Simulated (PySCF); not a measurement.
# CH9GeNOSi: NMR shifts at several levels of theory

Aim: compute the NMR shifts of CH9GeNOSi (`CN[SiH2][O][GeH3]`) at several levels, and see how far they spread and what each costs.

Computed with PySCF 2.14.0, with density-fitted response routines of our own, on a single molecule in the gas phase. Atoms count from 0, in the outputs and in this text.

## 1. The molecule as given

14 atoms, charge 0, multiplicity 1; geometry from: PBE0-D3(BJ)/def2-SVP.

Bonds of the start (Å): C0–N1 1.44, N1–Si2 1.72, Si2–O3 1.66, O3–Ge4 1.77, C0–H5 1.10, C0–H6 1.10, C0–H7 1.11, N1–H8 1.01, Si2–H9 1.49, Si2–H10 1.50, Ge4–H11 1.54, Ge4–H12 1.54, Ge4–H13 1.54.

## 2. Nuclear shieldings: PBE0/pcSseg-1

The job: settings as JSON, then the geometry in Å.

```
{"job": {"kind": "nmr", "xc": "PBE0", "basis": "pcSseg-1", "pop": false}, "charge": 0, "multiplicity": 1}
C     -2.237084    -0.645626     0.279788
N     -1.594336     0.488027     0.896643
Si    -0.058824     1.116021     0.458159
O      1.232385     0.165187     0.898225
Ge     2.665170    -0.521057     0.109596
H     -3.331478    -0.513626     0.225790
H     -1.881220    -0.755694    -0.757248
H     -2.041128    -1.606752     0.792522
H     -1.948830     0.714975     1.819102
H      0.063576     2.429085     1.152788
H     -0.027259     1.249477    -1.033123
H      2.391434    -0.645678    -1.403151
H      3.861812     0.412602     0.366993
H      2.897903    -1.900400     0.745242
```

Method: GIAO PBE0/pcSseg-1 NMR shielding, non-relativistic, gas phase.

On the command line:

```bash
$ OMP_NUM_THREADS=1 python probes_run.py task.json out
```

This one command runs all jobs of the session in turn.

Standard output:

```text
coarse grid: 51560 points
cycle   1  E = -2539.0629526860  dE = -3.850e-01  |g| = 1.184e+00  |ddm| = 3.357e+00
cycle   2  E = -2538.6872903651  dE =  3.757e-01  |g| = 1.791e+00  |ddm| = 1.964e+00
cycle   3  E = -2539.2099817378  dE = -5.227e-01  |g| = 3.263e-01  |ddm| = 1.579e+00
cycle   4  E = -2539.2278514729  dE = -1.787e-02  |g| = 8.504e-02  |ddm| = 2.573e-01
cycle   5  E = -2539.2286904970  dE = -8.390e-04  |g| = 2.427e-02  |ddm| = 6.793e-02
cycle   6  E = -2539.2288100748  dE = -1.196e-04  |g| = 7.062e-03  |ddm| = 2.170e-02
cycle   7  E = -2539.2288179843  dE = -7.910e-06  |g| = 9.291e-04  |ddm| = 4.690e-03
final grid: 106720 points
cycle   8  E = -2539.2288296230  dE = -8.432e-08  |g| = 8.280e-04  |ddm| = 1.864e-03
cycle   9  E = -2539.2288295928  dE =  3.023e-08  |g| = 9.673e-04  |ddm| = 1.354e-03
cycle  10  E = -2539.2288297311  dE = -1.383e-07  |g| = 1.946e-04  |ddm| = 7.266e-04
cycle  11  E = -2539.2288297383  dE = -7.235e-09  |g| = 3.847e-05  |ddm| = 1.700e-04
cycle  12  E = -2539.2288297385  dE = -1.792e-10  |g| = 3.930e-06  |ddm| = 2.127e-05
converged SCF energy = -2539.2288297385

GIAO shielding tensors (ppm)
atom      isotropic    diamagn.    paramagn.     s11        s22        s33       span
  0 C      152.502     243.740     -91.238    129.819    142.652    185.036     55.217
  1 N      219.795     323.462    -103.666    188.719    218.592    252.075     63.355
  2 Si     383.145     880.710    -497.564    342.640    399.367    407.430     64.790
  3 O      297.105     405.559    -108.454    216.796    325.941    348.578    131.782
  4 Ge    1417.860    2755.365   -1337.505   1297.450   1318.818   1637.312    339.862
  5 H       28.512      27.252       1.260     23.436     26.284     35.816     12.380
  6 H       28.759      30.721      -1.962     25.164     27.505     33.607      8.442
  7 H       28.422      29.495      -1.073     23.415     26.546     35.305     11.890
  8 H       30.330      31.602      -1.272     22.422     28.708     39.861     17.439
  9 H       26.649      29.614      -2.964     22.300     25.381     32.268      9.968
 10 H       26.611      31.530      -4.920     22.535     26.281     31.015      8.480
 11 H       26.091      28.625      -2.534     19.889     22.748     35.636     15.747
 12 H       26.154      27.124      -0.970     19.645     21.941     36.875     17.231
 13 H       26.167      27.898      -1.731     19.692     22.120     36.690     16.998
```

Run time: 18 s. Hardware: 1 thread of Arm Neoverse V2, shared host; peak memory 0.88 GiB.

Shifts follow as δ = σ(reference) − σ, with reference shieldings (ppm) from runs at the same level and on the same kind of geometry: ¹H TMS 31.27, ¹³C TMS 184.4, ²⁹Si TMS 352.0, ¹⁵N NH3 265.7, ¹⁷O H2O 334.6, ⁷³Ge GeMe4 1330. The references are single molecules in the gas phase, so shifts against H2O, NH3, PH3, H3PO4 or CFCl3 are not on the usual liquid scales and can be off by tens of ppm. Atoms listed in one row are averaged.

| atoms | environment | σ (ppm) | δ (ppm) |
| --- | --- | --- | --- |
| C0 | methyl carbon bonded to N | 152.5 | 31.9 |
| H11, H12, H13 | hydrogen on a germanium bonded to O | 26.14 | 5.13 |
| H9, H10 | hydrogen on a silicon bonded to N, O | 26.63 | 4.64 |
| H5, H6, H7 | hydrogen on a methyl carbon bonded to N | 28.56 | 2.70 |
| H8 | hydrogen on a nitrogen bonded to C, Si | 30.33 | 0.94 |
| N1 | nitrogen bonded to C, Si, H | 219.8 | 45.9 |
| Si2 | silicon bonded to N, O, 2 H | 383.1 | -31.2 |
| O3 | oxygen bonded to Ge, Si | 297.1 | 37.5 |
| Ge4 | germanium bonded to O, 3 H | 1418 | -88 |

## 3. NMR shieldings: mPW1PW91/pcSseg-1

Same as in step 2 but for these lines:

```diff
@@ -1,2 +1,2 @@
-{"job": {"kind": "nmr", "xc": "PBE0", "basis": "pcSseg-1", "pop": false}, "charge": 0, "multiplicity": 1}
+{"job": {"kind": "nmr", "xc": "mPW1PW91", "basis": "pcSseg-1", "pop": false}, "charge": 0, "multiplicity": 1}
 C     -2.237084    -0.645626     0.279788
```

Level: GIAO mPW1PW91/pcSseg-1 NMR shielding, non-relativistic, gas phase.

Standard output:

```text
coarse grid: 51560 points
cycle   1  E = -2539.7815994794  dE = -3.816e-01  |g| = 1.187e+00  |ddm| = 3.357e+00
cycle   2  E = -2539.3941334326  dE =  3.875e-01  |g| = 1.810e+00  |ddm| = 1.976e+00
cycle   3  E = -2539.9325628170  dE = -5.384e-01  |g| = 3.230e-01  |ddm| = 1.583e+00
cycle   4  E = -2539.9500135905  dE = -1.745e-02  |g| = 8.682e-02  |ddm| = 2.547e-01
cycle   5  E = -2539.9509006464  dE = -8.871e-04  |g| = 2.442e-02  |ddm| = 6.879e-02
cycle   6  E = -2539.9510215289  dE = -1.209e-04  |g| = 7.095e-03  |ddm| = 2.166e-02
cycle   7  E = -2539.9510294667  dE = -7.938e-06  |g| = 9.500e-04  |ddm| = 4.702e-03
final grid: 106720 points
cycle   8  E = -2539.9510354502  dE = -9.585e-08  |g| = 8.548e-04  |ddm| = 1.972e-03
cycle   9  E = -2539.9510354159  dE =  3.426e-08  |g| = 1.005e-03  |ddm| = 1.383e-03
cycle  10  E = -2539.9510355651  dE = -1.492e-07  |g| = 1.999e-04  |ddm| = 7.447e-04
cycle  11  E = -2539.9510355727  dE = -7.661e-09  |g| = 3.953e-05  |ddm| = 1.735e-04
cycle  12  E = -2539.9510355729  dE = -1.705e-10  |g| = 4.378e-06  |ddm| = 2.209e-05
converged SCF energy = -2539.9510355729

GIAO shielding tensors (ppm)
atom      isotropic    diamagn.    paramagn.     s11        s22        s33       span
  0 C      151.510     243.681     -92.171    128.969    141.873    183.687     54.719
  1 N      219.270     323.655    -104.385    188.843    217.575    251.393     62.550
  2 Si     382.669     880.781    -498.112    342.477    398.969    406.560     64.083
  3 O      296.806     405.760    -108.954    218.563    324.933    346.922    128.358
  4 Ge    1411.211    2755.534   -1344.323   1292.266   1314.054   1627.314    335.048
  5 H       28.574      27.272       1.302     23.523     26.357     35.843     12.319
  6 H       28.818      30.803      -1.985     25.226     27.568     33.660      8.434
  7 H       28.484      29.555      -1.070     23.506     26.615     35.332     11.826
  8 H       30.407      31.630      -1.222     22.520     28.803     39.900     17.380
  9 H       26.746      29.688      -2.942     22.404     25.479     32.354      9.950
 10 H       26.705      31.631      -4.926     22.631     26.376     31.109      8.478
 11 H       26.164      28.700      -2.536     19.957     22.824     35.711     15.754
 12 H       26.229      27.178      -0.950     19.732     22.018     36.935     17.203
 13 H       26.242      27.959      -1.717     19.775     22.194     36.756     16.981
```

Wall time 18 s (1 thread of Arm Neoverse V2, shared host); peak memory 0.88 GiB.

This run: δ C0 32.0, N1 44.9, Si2 -31.8, O3 36.5, H11 5.11, H9 4.59 ppm (means over like atoms).

## 4. Nuclear shieldings: WP04/pcSseg-1

Same as in step 3 but for these lines:

```diff
@@ -1,2 +1,2 @@
-{"job": {"kind": "nmr", "xc": "mPW1PW91", "basis": "pcSseg-1", "pop": false}, "charge": 0, "multiplicity": 1}
+{"job": {"kind": "nmr", "xc": "WP04", "basis": "pcSseg-1", "pop": false}, "charge": 0, "multiplicity": 1}
 C     -2.237084    -0.645626     0.279788
```

Method: GIAO WP04/pcSseg-1 NMR shielding, non-relativistic, gas phase.

Standard output:

```text
coarse grid: 51560 points
cycle   1  E = -2557.9029702775  dE = -3.196e-01  |g| = 1.302e+00  |ddm| = 3.388e+00
cycle   2  E = -2556.6713379037  dE =  1.232e+00  |g| = 2.650e+00  |ddm| = 3.297e+00
cycle   3  E = -2558.1674386691  dE = -1.496e+00  |g| = 3.333e-01  |ddm| = 2.901e+00
cycle   4  E = -2558.1806306125  dE = -1.319e-02  |g| = 2.437e-01  |ddm| = 4.127e-01
cycle   5  E = -2558.1924855464  dE = -1.185e-02  |g| = 3.384e-02  |ddm| = 1.745e-01
cycle   6  E = -2558.1927265122  dE = -2.410e-04  |g| = 1.366e-02  |ddm| = 3.680e-02
cycle   7  E = -2558.1927615627  dE = -3.505e-05  |g| = 1.851e-03  |ddm| = 8.553e-03
cycle   8  E = -2558.1927623100  dE = -7.473e-07  |g| = 4.689e-04  |ddm| = 2.121e-03
final grid: 106720 points
cycle   9  E = -2558.1927693278  dE = -3.335e-08  |g| = 6.024e-04  |ddm| = 1.690e-03
cycle  10  E = -2558.1927691995  dE =  1.283e-07  |g| = 1.030e-03  |ddm| = 1.199e-03
cycle  11  E = -2558.1927693971  dE = -1.977e-07  |g| = 1.574e-04  |ddm| = 7.411e-04
cycle  12  E = -2558.1927694015  dE = -4.378e-09  |g| = 1.795e-05  |ddm| = 1.111e-04
cycle  13  E = -2558.1927694016  dE = -5.275e-11  |g| = 3.466e-06  |ddm| = 1.636e-05
converged SCF energy = -2558.1927694016

GIAO shielding tensors (ppm)
atom      isotropic    diamagn.    paramagn.     s11        s22        s33       span
  0 C      138.703     244.319    -105.616    116.398    129.472    170.239     53.841
  1 N      209.765     325.460    -115.695    185.427    203.016    240.852     55.424
  2 Si     384.597     883.008    -498.411    348.084    400.114    405.593     57.510
  3 O      286.431     409.033    -122.602    229.348    306.961    322.983     93.634
  4 Ge    1387.716    2760.346   -1372.630   1287.048   1309.841   1566.260    279.213
  5 H       28.972      26.984       1.988     24.302     26.837     35.777     11.475
  6 H       29.215      32.112      -2.897     25.768     27.993     33.885      8.117
  7 H       28.855      30.217      -1.361     24.231     27.050     35.285     11.054
  8 H       30.755      31.623      -0.868     23.187     29.342     39.737     16.551
  9 H       27.663      30.411      -2.748     23.429     26.370     33.191      9.761
 10 H       27.627      32.999      -5.372     23.644     27.238     31.999      8.355
 11 H       27.014      29.857      -2.842     20.918     23.698     36.427     15.509
 12 H       27.071      27.848      -0.777     20.788     22.915     37.509     16.722
 13 H       27.097      28.824      -1.727     20.835     23.087     37.369     16.534
```

Wall time 18 s (1 thread of Arm Neoverse V2, shared host); peak memory 0.88 GiB.

This run: δ C0 33.7, N1 37.1, Si2 -45.9, O3 31.1, H11 4.50, H9 3.92 ppm (means over like atoms).

## 5. NMR shieldings: B97-2/pcSseg-1

Same as in step 4 but for these lines:

```diff
@@ -1,2 +1,2 @@
-{"job": {"kind": "nmr", "xc": "WP04", "basis": "pcSseg-1", "pop": false}, "charge": 0, "multiplicity": 1}
+{"job": {"kind": "nmr", "xc": "B97-2", "basis": "pcSseg-1", "pop": false}, "charge": 0, "multiplicity": 1}
 C     -2.237084    -0.645626     0.279788
```

Level: GIAO B97-2/pcSseg-1 NMR shielding, non-relativistic, gas phase.

Standard output:

```text
coarse grid: 51560 points
cycle   1  E = -2540.1396940390  dE = -3.877e-01  |g| = 1.133e+00  |ddm| = 3.357e+00
cycle   2  E = -2539.6923688072  dE =  4.473e-01  |g| = 1.844e+00  |ddm| = 2.097e+00
cycle   3  E = -2540.2893013249  dE = -5.969e-01  |g| = 3.086e-01  |ddm| = 1.713e+00
cycle   4  E = -2540.3053465493  dE = -1.605e-02  |g| = 9.994e-02  |ddm| = 2.667e-01
cycle   5  E = -2540.3066524430  dE = -1.306e-03  |g| = 2.672e-02  |ddm| = 7.991e-02
cycle   6  E = -2540.3067996871  dE = -1.472e-04  |g| = 7.794e-03  |ddm| = 2.423e-02
cycle   7  E = -2540.3068089384  dE = -9.251e-06  |g| = 1.033e-03  |ddm| = 5.092e-03
final grid: 106720 points
cycle   8  E = -2540.3068141813  dE = -1.293e-07  |g| = 9.619e-04  |ddm| = 2.234e-03
cycle   9  E = -2540.3068141347  dE =  4.656e-08  |g| = 1.132e-03  |ddm| = 1.597e-03
cycle  10  E = -2540.3068143269  dE = -1.921e-07  |g| = 2.505e-04  |ddm| = 8.748e-04
cycle  11  E = -2540.3068143391  dE = -1.220e-08  |g| = 4.441e-05  |ddm| = 2.185e-04
cycle  12  E = -2540.3068143393  dE = -2.160e-10  |g| = 4.288e-06  |ddm| = 2.449e-05
converged SCF energy = -2540.3068143393

GIAO shielding tensors (ppm)
atom      isotropic    diamagn.    paramagn.     s11        s22        s33       span
  0 C      151.468     243.614     -92.145    129.022    141.883    183.500     54.478
  1 N      219.357     323.643    -104.285    190.707    216.754    250.612     59.905
  2 Si     391.471     880.907    -489.437    352.450    407.572    414.389     61.939
  3 O      295.966     405.988    -110.022    220.865    322.801    344.233    123.368
  4 Ge    1414.463    2756.269   -1341.806   1298.204   1319.701   1625.484    327.279
  5 H       28.624      27.263       1.361     23.616     26.419     35.836     12.220
  6 H       28.878      30.977      -2.100     25.325     27.616     33.693      8.367
  7 H       28.525      29.651      -1.126     23.573     26.663     35.340     11.767
  8 H       30.482      31.666      -1.184     22.651     28.901     39.894     17.243
  9 H       26.866      29.795      -2.930     22.535     25.593     32.468      9.933
 10 H       26.822      31.816      -4.994     22.764     26.478     31.222      8.458
 11 H       26.255      28.850      -2.596     20.082     22.931     35.751     15.669
 12 H       26.317      27.271      -0.954     19.856     22.132     36.962     17.106
 13 H       26.336      28.082      -1.746     19.908     22.313     36.787     16.879
```

It took 17 s on 1 thread of Arm Neoverse V2, shared host; peak memory 0.88 GiB.

In short: δ C0 32.2, N1 43.6, Si2 -34.1, O3 35.7, H11 5.07, H9 4.53 ppm (means over like atoms).

## 6. Nuclear shieldings: BHandHLYP/pcSseg-1

Same as in step 5 but for these lines:

```diff
@@ -1,2 +1,2 @@
-{"job": {"kind": "nmr", "xc": "B97-2", "basis": "pcSseg-1", "pop": false}, "charge": 0, "multiplicity": 1}
+{"job": {"kind": "nmr", "xc": "BHandHLYP", "basis": "pcSseg-1", "pop": false}, "charge": 0, "multiplicity": 1}
 C     -2.237084    -0.645626     0.279788
```

Method: GIAO BHandHLYP/pcSseg-1 NMR shielding, non-relativistic, gas phase.

Standard output:

```text
coarse grid: 51560 points
cycle   1  E = -2539.5540304958  dE = -4.134e-01  |g| = 1.025e+00  |ddm| = 3.312e+00
cycle   2  E = -2539.4597870742  dE =  9.424e-02  |g| = 1.208e+00  |ddm| = 1.299e+00
cycle   3  E = -2539.6852008319  dE = -2.254e-01  |g| = 1.592e-01  |ddm| = 8.817e-01
cycle   4  E = -2539.6891950470  dE = -3.994e-03  |g| = 5.397e-02  |ddm| = 1.243e-01
cycle   5  E = -2539.6895473361  dE = -3.523e-04  |g| = 7.158e-03  |ddm| = 3.471e-02
cycle   6  E = -2539.6895567562  dE = -9.420e-06  |g| = 3.283e-03  |ddm| = 7.559e-03
cycle   7  E = -2539.6895586561  dE = -1.900e-06  |g| = 4.555e-04  |ddm| = 2.267e-03
final grid: 106720 points
cycle   8  E = -2539.6895641836  dE = -3.844e-08  |g| = 3.431e-04  |ddm| = 7.825e-04
cycle   9  E = -2539.6895641842  dE = -6.194e-10  |g| = 3.339e-04  |ddm| = 4.265e-04
cycle  10  E = -2539.6895642040  dE = -1.986e-08  |g| = 3.321e-05  |ddm| = 2.154e-04
cycle  11  E = -2539.6895642043  dE = -2.592e-10  |g| = 9.191e-06  |ddm| = 3.008e-05
converged SCF energy = -2539.6895642043

GIAO shielding tensors (ppm)
atom      isotropic    diamagn.    paramagn.     s11        s22        s33       span
  0 C      153.083     242.207     -89.123    131.672    143.538    184.041     52.369
  1 N      224.948     324.006     -99.058    197.163    220.650    257.031     59.868
  2 Si     394.244     879.266    -485.022    357.714    410.185    414.835     57.121
  3 O      306.097     407.025    -100.929    232.147    333.495    352.649    120.502
  4 Ge    1470.763    2754.494   -1283.731   1362.233   1382.881   1667.176    304.943
  5 H       28.728      27.380       1.349     23.622     26.509     36.054     12.432
  6 H       28.987      30.744      -1.757     25.271     27.766     33.923      8.652
  7 H       28.682      29.566      -0.884     23.703     26.810     35.534     11.831
  8 H       30.682      31.733      -1.051     22.569     28.988     40.487     17.918
  9 H       27.150      29.860      -2.710     22.807     25.831     32.813     10.006
 10 H       27.118      31.754      -4.636     23.058     26.777     31.518      8.460
 11 H       26.502      28.812      -2.310     20.277     23.125     36.103     15.826
 12 H       26.556      27.334      -0.778     20.087     22.281     37.300     17.212
 13 H       26.555      28.073      -1.518     20.097     22.438     37.129     17.032
```

Wall time 17 s (1 thread of Arm Neoverse V2, shared host); peak memory 0.88 GiB.

In short: δ C0 30.9, N1 40.1, Si2 -35.8, O3 28.7, H11 4.91, H9 4.31 ppm (means over like atoms).

## 7. NMR shieldings: CAM-B3LYP/pcSseg-1

Same as in step 6 but for these lines:

```diff
@@ -1,2 +1,2 @@
-{"job": {"kind": "nmr", "xc": "BHandHLYP", "basis": "pcSseg-1", "pop": false}, "charge": 0, "multiplicity": 1}
+{"job": {"kind": "nmr", "xc": "CAM-B3LYP", "basis": "pcSseg-1", "pop": false}, "charge": 0, "multiplicity": 1}
 C     -2.237084    -0.645626     0.279788
```

With the program's defaults for keys left out, this is: GIAO CAM-B3LYP/pcSseg-1 NMR shielding, non-relativistic, gas phase.

Standard output:

```text
coarse grid: 51560 points
cycle   1  E = -2539.7096900279  dE = -3.807e-01  |g| = 1.205e+00  |ddm| = 3.321e+00
cycle   2  E = -2539.5251859866  dE =  1.845e-01  |g| = 1.541e+00  |ddm| = 1.552e+00
cycle   3  E = -2539.8722106579  dE = -3.470e-01  |g| = 2.168e-01  |ddm| = 1.083e+00
cycle   4  E = -2539.8794704022  dE = -7.260e-03  |g| = 6.875e-02  |ddm| = 1.594e-01
cycle   5  E = -2539.8800210031  dE = -5.506e-04  |g| = 9.523e-03  |ddm| = 4.220e-02
cycle   6  E = -2539.8800368053  dE = -1.580e-05  |g| = 4.528e-03  |ddm| = 9.537e-03
cycle   7  E = -2539.8800403112  dE = -3.506e-06  |g| = 6.979e-04  |ddm| = 3.215e-03
final grid: 106720 points
cycle   8  E = -2539.8800509608  dE = -5.807e-08  |g| = 6.031e-04  |ddm| = 1.123e-03
cycle   9  E = -2539.8800509483  dE =  1.251e-08  |g| = 6.460e-04  |ddm| = 7.466e-04
cycle  10  E = -2539.8800510200  dE = -7.171e-08  |g| = 5.753e-05  |ddm| = 3.907e-04
cycle  11  E = -2539.8800510207  dE = -6.321e-10  |g| = 1.114e-05  |ddm| = 5.047e-05
converged SCF energy = -2539.8800510207

GIAO shielding tensors (ppm)
atom      isotropic    diamagn.    paramagn.     s11        s22        s33       span
  0 C      151.259     242.448     -91.189    128.912    141.184    183.682     54.770
  1 N      221.231     322.940    -101.709    192.227    217.695    253.771     61.544
  2 Si     377.115     880.307    -503.192    336.259    393.284    401.801     65.542
  3 O      299.921     406.090    -106.169    220.959    328.764    350.042    129.083
  4 Ge    1408.353    2754.569   -1346.215   1286.135   1307.213   1631.712    345.577
  5 H       28.583      27.244       1.340     23.525     26.425     35.800     12.274
  6 H       28.828      30.798      -1.970     25.245     27.594     33.646      8.401
  7 H       28.516      29.533      -1.017     23.560     26.689     35.299     11.739
  8 H       30.490      31.494      -1.004     22.557     28.963     39.949     17.392
  9 H       26.850      29.718      -2.868     22.512     25.579     32.460      9.948
 10 H       26.795      31.716      -4.921     22.748     26.478     31.159      8.411
 11 H       26.195      28.726      -2.532     20.012     22.850     35.722     15.710
 12 H       26.254      27.192      -0.938     19.773     22.032     36.956     17.183
 13 H       26.255      27.962      -1.708     19.800     22.198     36.766     16.966
```

Wall time 24 s (1 thread of Arm Neoverse V2, shared host); peak memory 0.94 GiB.

Key values: δ C0 31.2, N1 46.1, Si2 -33.7, O3 38.6, H11 5.09, H9 4.51 ppm (means over like atoms).

[end of part 1 of 2]
